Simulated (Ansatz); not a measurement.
I need a rigid scan of one bond length of C2H2AlCl, SMILES Cl[C]1=[CH][AlH]1. Use the Ansatz DFT code, driven from Python. Use (for the species named): PBE, def2-SVP basis, multiplicity 1.

```xyz
6

Cl   -1.0170   -2.4162    0.0441
C    -0.2666   -0.8153    0.0270
C     0.9314   -0.0775    0.1658
Al   -0.3912    0.9938   -0.1851
H     2.0324   -0.1134    0.3578
H    -1.2469    2.3646   -0.4558
```

`run_scan.py`
```python
"""Potential curve of C2H2AlCl along one bond."""

import ansatz as az
from ase import Atoms
import numpy as np


def main() -> None:
    atoms = Atoms(["Cl", "C", "C", "Al", "H", "H"], positions=[
        (-1.017, -2.4162, 0.0441),
        (-0.2666, -0.8153, 0.027),
        (0.9314, -0.0775, 0.1658),
        (-0.3912, 0.9938, -0.1851),
        (2.0324, -0.1134, 0.3578),
        (-1.2469, 2.3646, -0.4558),
    ])
    c2h2alcl = az.Crystal.molecule_from_ase(atoms)

    symbols = [site.symbol for site in c2h2alcl.cartesian_sites]
    start = np.array([site.position_ang for site in c2h2alcl.cartesian_sites])
    axis = (start[5] - start[3]) / np.linalg.norm(start[5] - start[3])
    moving = [5]
    lengths, energies = [1.442, 1.507, 1.573, 1.638, 1.704, 1.77, 1.835, 1.933], []
    for length in lengths:
        xyz = start.copy()
        xyz[moving] += (length - np.linalg.norm(start[5] - start[3])) * axis
        point = az.Crystal.molecule()
        for symbol, xyz in zip(symbols, xyz):
            point = point.atom(symbol, xyz.tolist())
        job = point.calculation().basis(gaussian="def2-SVP").functional("pbe")
        data = job.run(threads=1, backend="cpu").report
        energies.append(data["free_energy_ev"])
        print(f"r = {length:6.3f} A  E = {energies[-1]:.5f} eV  <S^2> = {abs(data['mean_field']['state']['spin_squared']):.3f}")

    # quartic fit about the minimum
    fit = np.polynomial.Polynomial.fit(lengths, np.array(energies) - min(energies), 4).convert()
    roots = [r.real for r in fit.deriv().roots() if abs(r.imag) < 1e-9 and fit.deriv(2)(r.real) > 0]
    r_e = min(roots, key=lambda r: abs(r - lengths[int(np.argmin(energies))]))
    print(f"minimum of the fit at {r_e:.4f} A, force constant {fit.deriv(2)(r_e):.2f} eV/A^2")


if __name__ == "__main__":
    main()
```

Output of `python run_scan.py`:
```text
r =  1.442 A  E = -21203.79808 eV  <S^2> = 0.000
r =  1.507 A  E = -21203.92012 eV  <S^2> = 0.000
r =  1.573 A  E = -21203.96568 eV  <S^2> = 0.000
r =  1.638 A  E = -21203.95060 eV  <S^2> = 0.000
r =  1.704 A  E = -21203.88851 eV  <S^2> = 0.000
r =  1.770 A  E = -21203.79059 eV  <S^2> = 0.000
r =  1.835 A  E = -21203.66796 eV  <S^2> = 0.000
r =  1.933 A  E = -21203.44880 eV  <S^2> = 0.000
minimum of the fit at 1.5868 A, force constant 13.35 eV/A^2
```

Notes:
- Total energies depend on the basis set; only differences at equal settings carry meaning.
- The rest of the molecule is held rigid at a force-field or estimated start geometry, and the basis set is modest; single-reference methods fail as a bond breaks.
- The orbitals are restricted, so S² is zero by construction.
- The whole script took 12 s on 1 thread of Arm Neoverse V1, on a shared host, peak memory 0.18 GiB.

(Lines on the test bed's own set-up are left out of the output.)
